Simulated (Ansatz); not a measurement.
# CH4Cl2HfOS: one species, many methods

The task here is to estimate one member of a computed series from the others.

Method: functionals in def2-TZVPP, the program's frozen cores in correlated methods; program: Ansatz 0.2.0, Gaussian basis.

Levels to be run: LDA (SPW92), PBE-D4, revPBE-D4, BLYP-D4, r2SCAN-D4, B97M-V, PBE0-D4, B3LYP-D4, r2SCANh-D4, r2SCAN0-D4, HSE06-D4, BHLYP-D4, CAM-B3LYP-D4, LC-ωPBE, ωB97X-V, ωB97M-V, B2PLYP, PBE-QIDH; CCSD(T)/def2-SVP; CCSD(T)/def2-TZVPP; MP2/def2-QZVPP; extrapolation to the limit; RPA on PBE.

## Structure used throughout

An earlier PBE0-D4 in a triple-zeta def2 set relaxation fixed the geometry. Hf takes the def2 core potential; no spin-orbit term is included.

SMILES `C[O][Hf]([SH])([Cl])[Cl]`, 10 atoms, charge 0, spin multiplicity 1.

Atoms are counted from 1 here; the program's logs count them from 0.

Bond lengths: C1–O2 1.396 Å, C1–H7 1.093 Å, C1–H8 1.093 Å, C1–H9 1.093 Å, O2–Hf3 1.875 Å, Hf3–S4 2.441 Å, Hf3–Cl5 2.346 Å, Hf3–Cl6 2.346 Å, S4–H10 1.346 Å. Angles: O2–C1–H7 110.0°, O2–C1–H8 109.8°, O2–C1–H9 110.0°, H7–C1–H8 108.9°, H7–C1–H9 109.1°, H8–C1–H9 108.9°, C1–O2–Hf3 173.1°, O2–Hf3–S4 106.3°, O2–Hf3–Cl5 110.0°, O2–Hf3–Cl6 110.0°, S4–Hf3–Cl5 110.3°, S4–Hf3–Cl6 110.3°, Cl5–Hf3–Cl6 110.0°, Hf3–S4–H10 91.5°.

Set-up of the first run:

Input file in.yaml:

```yaml
crystal:
  periodic: [false, false, false]
  atoms:
    - {symbol: C, position_ang: [-1.832099, 0.053551, -0.354115]}
    - {symbol: O, position_ang: [-0.465366, 0.132354, -0.080338]}
    - {symbol: Hf, position_ang: [1.342051, 0.461194, 0.296762]}
    - {symbol: S, position_ang: [2.439441, -1.718920, 0.351929]}
    - {symbol: Cl, position_ang: [2.279735, 1.801338, -1.384978]}
    - {symbol: Cl, position_ang: [1.545543, 1.526389, 2.376948]}
    - {symbol: H, position_ang: [-2.062265, 0.599677, -1.272352]}
    - {symbol: H, position_ang: [-2.124213, -0.992138, -0.480792]}
    - {symbol: H, position_ang: [-2.404866, 0.484081, 0.471106]}
    - {symbol: H, position_ang: [1.282030, -2.347537, 0.075829]}
basis:
  gaussian: {orbitals: def2-TZVPP}
hamiltonian: {xc: lda}
output: {orbitals: {seedname: orbitals}}
```

Among the steps run: LDA; PBE-D4 (GGA); revPBE-D4 (GGA); BLYP-D4 (GGA); r2SCAN-D4 (meta-GGA); B97M-V (meta-GGA); PBE0-D4 (hybrid); B3LYP-D4 (hybrid); r2SCANh-D4 (hybrid); r2SCAN0-D4 (hybrid); HSE06-D4 (hybrid); BHLYP-D4 (hybrid); CAM-B3LYP-D4 (range-separated); LC-ωPBE (range-separated); ωB97X-V (range-separated); ωB97M-V (range-separated); B2PLYP (double hybrid); PBE-QIDH (double hybrid).

One table of the session follows, with a row left open; its other results are not shown here.

It belongs to the step «Frontier levels by functional». 

```
  functional  HOMO (eV)  gap (eV)
 LDA (SPW92)      -6.72      4.31
      PBE-D4      -6.58      4.40
   revPBE-D4          ?         ?
     BLYP-D4      -6.38      4.35
   r2SCAN-D4      -6.89      4.88
      B97M-V      -6.94      4.95
     PBE0-D4      -7.80      6.43
    B3LYP-D4      -7.52      5.96
  r2SCANh-D4      -7.33      5.62
  r2SCAN0-D4      -8.00      6.74
    HSE06-D4      -7.40      5.66
    BHLYP-D4      -8.84      8.43
CAM-B3LYP-D4      -9.07      8.80
     LC-ωPBE     -10.49     11.36
     ωB97X-V     -10.12     10.88
     ωB97M-V      -9.94     10.58
```

Q: Estimate the row for revPBE-D4 from the others.

**Answer.** HOMO (eV): -6.52; gap (eV): 4.44. In the column «HOMO (eV)» it lies between PBE-D4 (-6.58) and BLYP-D4 (-6.38).
